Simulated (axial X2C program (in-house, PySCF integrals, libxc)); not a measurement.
# BaI⁻: properties at the nuclei

Aim: properties at the nuclei of BaI⁻, with spin–orbit coupling in the Hamiltonian from the start.

Program: an in-house X2C program for linear molecules on PySCF integrals. Level of theory: two-component X2C with atomic mean-field terms, Ba dyall-acv3z, I dyall-acv3z. These are calculated values, not measurements.

### Step 1. The job

task.json

```json
{"zs": [56, 53], "q": -1, "bas": ["dyall-acv3z", "dyall-acv3z"], "r0": 3.29, "levels": ["PBE0", "HF", "LDA", "r2SCAN", "B3LYP"], "nst": 2}
```

Keys: zs atomic numbers; q charge; bas basis sets; r0 starting distance in Å; levels methods (HF also brings MP2); nst determinants followed.

Run with:

```bash
python soeom.py task.json out
```

After this run come: Expectation values, lowest determinant; Expectation values, a higher determinant.

Q: Predict the outcome of this session. Wanted: lowest determinant; qzz Ba; qzz I; higher determinant; Eeff magnitude; Ws magnitude Ba; A∥/gI Ba (for each run or level that gives them).

**Answer**, as computed:

| quantity | value |
| --- | --- |
| lowest determinant | Ω = 0 (closed shell) |
| qzz Ba (a.u.), PBE0 | -1.85 |
| qzz I (a.u.), PBE0 | 0.35 |
| higher determinant | Ω = 2 (excess of +ω over −ω: ω = 1/2, ω = 3/2) |
| Eeff magnitude (GV/cm), PBE0, higher determinant | 5.15 |
| Ws magnitude Ba (kHz), PBE0, higher determinant | 1.54 |
| A∥/gI Ba (MHz), PBE0, higher determinant | 746 |
| qzz Ba (a.u.), PBE0, higher determinant | -1.29 |

The expectation values come from single determinants, which for open shells can mix terms of unlike spin or miss the lowest Ω, so a determinant need not be a state. Eeff is the effective electric field on the electron dipole moment in this Ω state and Ws the scalar–pseudoscalar constant (defined with the proton number Z and per Ω); A∥ is the parallel hyperfine constant, which follows by multiplying with the nuclear g factor gI = μI/(I μN); qzz is the electric field gradient, eQq0 = 234.96 MHz × Q/barn × qzz. The operators were transformed with the bare-nucleus X2C matrices.
